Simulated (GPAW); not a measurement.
A run of GPAW 26.7.0 is set up as follows.

run.py

```python
from ase import Atoms
from ase.dft.bandgap import bandgap
from ase.io import write
from ase.units import GPa
from gpaw import GPAW, PW

atoms = Atoms(['Mo', 'Mo', 'S', 'S', 'S', 'S'],
              cell=[[3.161, 0.0, 0.0],
                    [-1.5805, 2.7375063014, 0.0],
                    [0.0, 0.0, 12.295]],
              scaled_positions=[[0.333333, 0.666667, 0.25],
                                [0.666667, 0.333333, 0.75],
                                [0.333333, 0.666667, 0.624561],
                                [0.666667, 0.333333, 0.124561],
                                [0.333333, 0.666667, 0.875439],
                                [0.666667, 0.333333, 0.375439]],
              pbc=True)

calc = GPAW(mode=PW(500),
            xc='LDA',
            kpts={'size': (8, 8, 2), 'gamma': True},
            occupations={'name': 'fermi-dirac', 'width': 0.05},
            nbands=46,
            maxiter=120,
            txt='gpaw.txt')
atoms.calc = calc
energy = atoms.get_potential_energy()
forces = atoms.get_forces()
stress = atoms.get_stress()
calc.write('gs.gpw')
write('result.traj', atoms)
print(f'Energy: {energy:.6f} eV')
print('Forces (eV/A):')
print(forces.round(4))
print('Stress (GPa):', (stress / GPa).round(3))
print('Fermi level:', round(calc.get_fermi_level(), 4), 'eV')
print(f'Gap: {bandgap(calc)[0]:.4f} eV, direct: {bandgap(calc, direct=True)[0]:.4f} eV')
```

Potentials or basis: the program's PAW data sets (release 1.2.1) made for this functional, pw.

Run with:

```bash
$ OMP_NUM_THREADS=1 python run.py
```

What does it give for the largest force?

0.051 eV/Å.

What does it give for the band gap on the k mesh?

0.91 eV, indirect (least direct gap 1.93 eV).

What does it give for the pressure?

-3.3 GPa.

Stress tensor (GPa, compression positive):
```
-4.18  0.00  0.00
 0.00 -4.18  0.00
 0.00  0.00 -1.56
```

Caveat: the cutoff is short for stress and forces, so pressures can be off by a GPa or more.

**Experimental background.**

From “Multiwavelength excitation Raman Scattering Analysis of bulk and 2 dimensional MoS2: Vibrational properties of atomically thin MoS2 layers”, 2015, arxiv:1506.03228, for a bulk crystal of MoS2 at 300 K: band gap 1.3 eV (indirect).

Measured gap of MoS2: 1.3 eV (indirect; 300 K; “Multiwavelength excitation Raman Scattering Analysis of bulk and 2 dimensional MoS2: Vibrational properties of atomically thin MoS2 layers”, 2015, arxiv:1506.03228). This calculation gives 0.91 eV (-0.39 eV). Spin-orbit coupling on Mo is left out. The value is that of LDA on a finite k mesh, which can miss the band edges, without temperature or zero-point motion. Semilocal functionals fall short of measured gaps as a rule.
